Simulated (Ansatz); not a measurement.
**Cl2F2H2OSi2: vertical ionisation energy**

How much energy removes an electron from Cl2F2H2OSi2 at fixed geometry? The cation is run at each level and the neutral's energy taken from earlier runs.

Program: Ansatz 0.2.0, Gaussian basis. Level of theory: unrestricted cation, the program's frozen cores in correlated methods. These are calculated values, not measurements.

Levels to be run: UKS PBE-D4/def2-TZVPP; UKS r2SCAN-D4/def2-TZVPP; UKS PBE0-D4/def2-TZVPP; UKS B3LYP-D4/def2-TZVPP; UKS wB97X-V/def2-TZVPP; UKS wB97M-V/def2-TZVPP; UKS B2PLYP/def2-TZVPP; UHF-CCSD(T)/def2-TZVPP; UHF-MP2/def2-QZVPP; extrapolation to the limit; then −ε(HOMO) from the neutral's earlier runs with LDA (SPW92), PBE-D4, revPBE-D4, BLYP-D4, r2SCAN-D4, B97M-V, PBE0-D4, B3LYP-D4, r2SCANh-D4, r2SCAN0-D4, HSE06-D4, BHLYP-D4, CAM-B3LYP-D4, LC-ωPBE, ωB97X-V, ωB97M-V.

## 1. The geometry

The geometry comes from an earlier relaxation with PBE0-D4 in a triple-zeta def2 set; it is a stationary point, not always the lowest conformer.

9 atoms, charge 0, spin multiplicity 1.

Atoms are counted from 1 here; the program's logs count them from 0.

Bond lengths: F1–Si2 1.570 Å, Si2–F3 1.571 Å, Si2–Cl4 2.013 Å, Si2–O5 1.599 Å, O5–Si6 1.635 Å, Si6–Cl7 2.042 Å, Si6–H8 1.476 Å, Si6–H9 1.474 Å. Angles: F1–Si2–F3 107.5°, F1–Si2–Cl4 109.3°, F1–Si2–O5 108.6°, F3–Si2–Cl4 109.1°, F3–Si2–O5 110.2°, Cl4–Si2–O5 112.0°, Si2–O5–Si6 147.7°, O5–Si6–Cl7 109.6°, O5–Si6–H8 109.3°, O5–Si6–H9 107.7°, Cl7–Si6–H8 108.2°, Cl7–Si6–H9 108.9°, H8–Si6–H9 113.1°.

## 2. Cation, UKS PBE-D4/def2-TZVPP

in.yaml reads:

```yaml
crystal:
  periodic: [false, false, false]
  atoms:
    - {symbol: F, position_ang: [-2.074014, -1.852555, -0.035672]}
    - {symbol: Si, position_ang: [-0.923491, -1.008091, -0.690492]}
    - {symbol: F, position_ang: [-0.033993, -1.992222, -1.531598]}
    - {symbol: Cl, position_ang: [-1.726254, 0.367822, -1.920965]}
    - {symbol: O, position_ang: [-0.056291, -0.336362, 0.473258]}
    - {symbol: Si, position_ang: [0.915779, 0.893541, 0.938576]}
    - {symbol: Cl, position_ang: [2.186604, 1.375306, -0.585601]}
    - {symbol: H, position_ang: [0.091849, 2.079018, 1.244707]}
    - {symbol: H, position_ang: [1.708211, 0.427343, 2.090687]}
basis:
  gaussian: {orbitals: def2-TZVPP}
total_charge: 1
magnetization: {spin_polarized: true, initial_magnetization: 1}
hamiltonian: {xc: pbe, dispersion: d4}
```

The runs that follow: Cation, UKS r2SCAN-D4/def2-TZVPP; Cation, UKS PBE0-D4/def2-TZVPP; Cation, UKS B3LYP-D4/def2-TZVPP; Cation, UKS wB97X-V/def2-TZVPP; Cation, UKS wB97M-V/def2-TZVPP; Cation, UKS B2PLYP (frozen core)/def2-TZVPP; Cation, UHF-CCSD(T)/def2-TZVPP; Cation, UHF-MP2/def2-QZVPP.

Q: Predict the results of all the runs planned. Wanted: ionisation energy, CCSD(T)/CBS; nearest functional by difference; nearest −ε(HOMO); −ε(HOMO) of PBE; T1 of the cation.

**Answer**, as computed:

| quantity | value |
| --- | --- |
| ionisation energy, CCSD(T)/CBS | 12.09 eV |
| nearest functional by difference | ωB97X-V (-0.27 eV) |
| nearest −ε(HOMO) | LC-ωPBE (-0.04 eV) |
| −ε(HOMO) of PBE | 7.87 eV |
| T1 of the cation | 0.039 |

By cation minus neutral, the functionals miss by 1.42 eV at most. −ε(HOMO) of PBE misses by 4.2 eV, since self-interaction lifts the level. Among orbital estimates LC-ωPBE comes nearest. Hartree-Fock falls 0.87 eV short, as the neutral has more correlation energy than the cation. The cation's T1 (from the report) is 0.039, near the customary mark of 0.045 for open shells, so the coupled-cluster value is less safe.
